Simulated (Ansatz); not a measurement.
# C₂H₆BF: one species, many methods

Aim: compute C₂H₆BF with functionals from several rungs and with coupled cluster. The yardstick is the atomisation energy at the CCSD(T) limit.

Method: functionals in def2-TZVPP, the program's frozen cores in correlated methods; program: Ansatz 0.2.0, Gaussian basis.

Levels to be run: LDA (SPW92), PBE-D4, revPBE-D4, BLYP-D4, r2SCAN-D4, B97M-V, PBE0-D4, B3LYP-D4, r2SCANh-D4, r2SCAN0-D4, HSE06-D4, BHLYP-D4, CAM-B3LYP-D4, LC-ωPBE, ωB97X-V, ωB97M-V, B2PLYP, PBE-QIDH; CCSD(T)/def2-SVP; CCSD(T)/def2-TZVPP; MP2/def2-QZVPP; extrapolation to the limit; RPA on PBE.

### 1 The geometry

An earlier PBE0-D4 in a triple-zeta def2 set relaxation fixed the geometry.

SMILES `CBCF`, 10 atoms, charge 0, spin multiplicity 1.

Atoms are counted from 1 here; the program's logs count them from 0.

Bond lengths: C1–B2 1.556 Å, C1–H5 1.097 Å, C1–H6 1.092 Å, C1–H7 1.097 Å, B2–C3 1.557 Å, B2–H8 1.198 Å, C3–F4 1.387 Å, C3–H9 1.101 Å, C3–H10 1.101 Å. Angles: B2–C1–H5 109.4°, B2–C1–H6 115.7°, B2–C1–H7 109.5°, H5–C1–H6 108.5°, H5–C1–H7 104.6°, H6–C1–H7 108.6°, C1–B2–C3 120.1°, C1–B2–H8 120.2°, C3–B2–H8 119.6°, B2–C3–F4 115.7°, B2–C3–H9 109.5°, B2–C3–H10 109.7°, F4–C3–H9 108.1°, F4–C3–H10 108.1°, H9–C3–H10 105.3°.

Coordinates:

```xyz
10
C2H6BF
C    -0.53053    1.23773    0.21719
B     0.00688    0.02935   -0.60322
C     0.53720   -1.23832    0.12832
F     0.99454   -2.25918   -0.69148
H    -1.56455    1.44973   -0.08137
H    -0.49924    1.12482    1.30320
H     0.02617    2.14239   -0.05590
H     0.01321    0.06845   -1.80075
H    -0.25408   -1.64848    0.77517
H     1.35360   -0.95768    0.81173
```

### 2 LDA

This LDA is Slater exchange with PW92 correlation.

Input file in.yaml:

```yaml
crystal:
  periodic: [false, false, false]
  atoms:
    - {symbol: C, position_ang: [-0.530530, 1.237727, 0.217189]}
    - {symbol: B, position_ang: [0.006879, 0.029355, -0.603216]}
    - {symbol: C, position_ang: [0.537201, -1.238323, 0.128322]}
    - {symbol: F, position_ang: [0.994537, -2.259180, -0.691479]}
    - {symbol: H, position_ang: [-1.564546, 1.449732, -0.081366]}
    - {symbol: H, position_ang: [-0.499238, 1.124819, 1.303203]}
    - {symbol: H, position_ang: [0.026172, 2.142387, -0.055902]}
    - {symbol: H, position_ang: [0.013207, 0.068449, -1.800753]}
    - {symbol: H, position_ang: [-0.254084, -1.648485, 0.775171]}
    - {symbol: H, position_ang: [1.353603, -0.957681, 0.811728]}
basis:
  gaussian: {orbitals: def2-TZVPP}
hamiltonian: {xc: lda}
output: {orbitals: {seedname: orbitals}}
```

Command:

```bash
$ ansatz run in.yaml --threads 2 --pin off --events-out ev --progress --plain --max-ram 4352MiB
```

After this run come: PBE-D4 (GGA); revPBE-D4 (GGA); BLYP-D4 (GGA); r2SCAN-D4 (meta-GGA); B97M-V (meta-GGA); B3LYP-D4 (hybrid); r2SCANh-D4 (hybrid); r2SCAN0-D4 (hybrid); HSE06-D4 (hybrid); BHLYP-D4 (hybrid); CAM-B3LYP-D4 (range-separated); LC-ωPBE (range-separated); ωB97X-V (range-separated); ωB97M-V (range-separated); B2PLYP (double hybrid); PBE-QIDH (double hybrid); CCSD(T) in def2-SVP; CCSD(T) in def2-TZVPP; MP2 in def2-QZVPP; RPA on PBE orbitals.

**Question.** What will the summary of the whole plan be? Wanted: atomisation energy, CCSD(T)/CBS; farthest beyond LDA; mean size of error, GGA; mean size of error, meta-GGA; mean size of error, hybrid; mean size of error, range-separated; mean size of error, double hybrid; gap, smallest and largest; T1 diagnostic.

**Answer**, as computed:

```
                               quantity                                                         value
        atomisation energy, CCSD(T)/CBS                                                 3753.3 kJ/mol
 functionals within 18.8 kJ/mol (0.5 %)  revPBE-D4, BLYP-D4, r2SCANh-D4, r2SCAN0-D4, B2PLYP, PBE-QIDH
                    farthest beyond LDA                                         PBE-D4 (+85.2 kJ/mol)
                mean size of error, GGA                                                   32.6 kJ/mol
           mean size of error, meta-GGA                                                   29.8 kJ/mol
             mean size of error, hybrid                                                   30.6 kJ/mol
    mean size of error, range-separated                                                   27.5 kJ/mol
      mean size of error, double hybrid                                                    8.1 kJ/mol
              gap, smallest and largest                     4.82 eV (LDA (SPW92)), 12.74 eV (LC-ωPBE)
                          T1 diagnostic                                                        0.0105
triples share of the correlation energy                                                         3.2 %
```

What this shows: LDA overbinds by 528.6 kJ/mol (14 %). PBE-D4 is off by +85.2 kJ/mol. Double hybrids carry the basis error of their MP2 part in triple zeta, and no dispersion term here, so their miss is partly the set-up's. Taken by rung, double hybrid functionals do best (8.1 kJ/mol on average) and GGA ones worst beyond LDA (32.6 kJ/mol). The reference freezes the cores and leaves out relativity and excitations past (T), so misses under about 18.8 kJ/mol can't be ranked. Hartree-Fock recovers 77 % of the binding; the rest is correlation. CCSD(T) in def2-SVP is off by -151.6 kJ/mol, worse than the median functional, from the basis alone. The gap grows from 4.8 to 12.7 eV across the functionals, mostly with the share of exact exchange.
